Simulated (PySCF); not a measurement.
# C5H6BrFO2: the cost of one run

Computed with PySCF 2.14.0 and routines of our own; the level stands in each step. Atoms count from 0.

### 1 The system as given

15 atoms, charge 0, multiplicity 1; geometry from: GFN2-xTB.

### 2 Magnetic properties: GIAO PBE/pcSseg-1

The job: settings as JSON, then the geometry in Å.

```
{"job": {"kind": "mag", "xc": "PBE", "basis": "pcSseg-1", "isotopologues": 0}, "charge": 0, "multiplicity": 1}
O      1.633561    -0.932585    -0.878698
C      1.496086    -0.734262     0.295721
O      2.354354    -1.176533     1.216666
C      0.361567     0.040908     0.941782
C     -0.614809     0.532142    -0.086100
C     -0.699208     1.821051    -0.383601
Br    -1.857931     2.529174    -1.694043
C     -1.413126    -0.530123    -0.784821
F     -1.716546    -1.558052     0.073638
H      3.073376    -1.679724     0.801979
H      0.793338     0.863735     1.513164
H     -0.135151    -0.636921     1.641250
H     -0.098265     2.577949     0.093333
H     -2.361605    -0.145353    -1.171848
H     -0.820055    -0.963417    -1.600335
```

Method: GIAO PBE/pcSseg-1 magnetisability, rotational g tensor and spin-rotation constants, non-relativistic, gas phase.

Run with:

```bash
OMP_NUM_THREADS=1 python excited_run.py task.json out
```

One launch serves the whole session: the jobs run in the order shown.

Q: Estimate the wall time and peak memory of this first job on 1 thread of Intel Xeon 6975P-C, shared host.

About 65 s, with a peak of 0.8 GiB.
